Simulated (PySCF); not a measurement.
# C9H15N3: the cost of one run

Programs: PySCF 2.14.0, with routines of our own; each step states its level. All values are computed. Atoms count from 0.

### Step 1. The system as given

27 atoms, charge 0, multiplicity 1; geometry from: GFN2-xTB.

### Step 2. Vibronic structure: TDDFT PBE/def2-SVP

The job: settings as JSON, then the geometry in Å.

```
{"job": {"kind": "vib", "xc": "PBE", "basis": "def2-SVP", "tda": false}, "charge": 0, "multiplicity": 1}
C     -2.299290    -1.508341     1.371026
C     -2.304765    -0.925236    -0.036463
C     -1.960240     0.567697    -0.041539
C     -2.090524     1.170727    -1.437948
N     -0.613459     0.750856     0.431343
N     -0.332134     1.454607     1.496954
C      0.987012     1.388907     1.604176
C      1.474290     0.609364     0.544669
C      2.855316     0.240346     0.230292
C      3.247966     0.012458    -1.204840
C      3.147325    -1.148871    -0.274589
N      0.421877     0.224500    -0.175404
H     -3.036826    -1.009302     1.995512
H     -2.532715    -2.569846     1.342974
H     -1.322619    -1.386393     1.833408
H     -3.289835    -1.058154    -0.486488
H     -1.571865    -1.445945    -0.655093
H     -2.595960     1.106163     0.668479
H     -1.409309     0.665668    -2.118102
H     -3.107377     1.055308    -1.803063
H     -1.843879     2.229666    -1.418879
H      1.514219     1.876924     2.396980
H      3.583717     0.698137     0.888246
H      2.472019     0.130090    -1.944924
H      4.225712     0.341211    -1.523317
H      4.054876    -1.628996     0.058980
H      2.306575    -1.815121    -0.389394
```

Method: TDDFT PBE/def2-SVP vertical-gradient vibronic structure (displaced harmonic oscillators, Condon), gas phase.

The run is started by

```bash
$ OMP_NUM_THREADS=1 python excited_run.py task.json out
```

This one command runs all jobs of the session in turn.

Q: Estimate the wall time and peak memory of this first job on 1 thread of Arm Neoverse V1, shared host.

About 2.1 min, with a peak of 1.4 GiB.
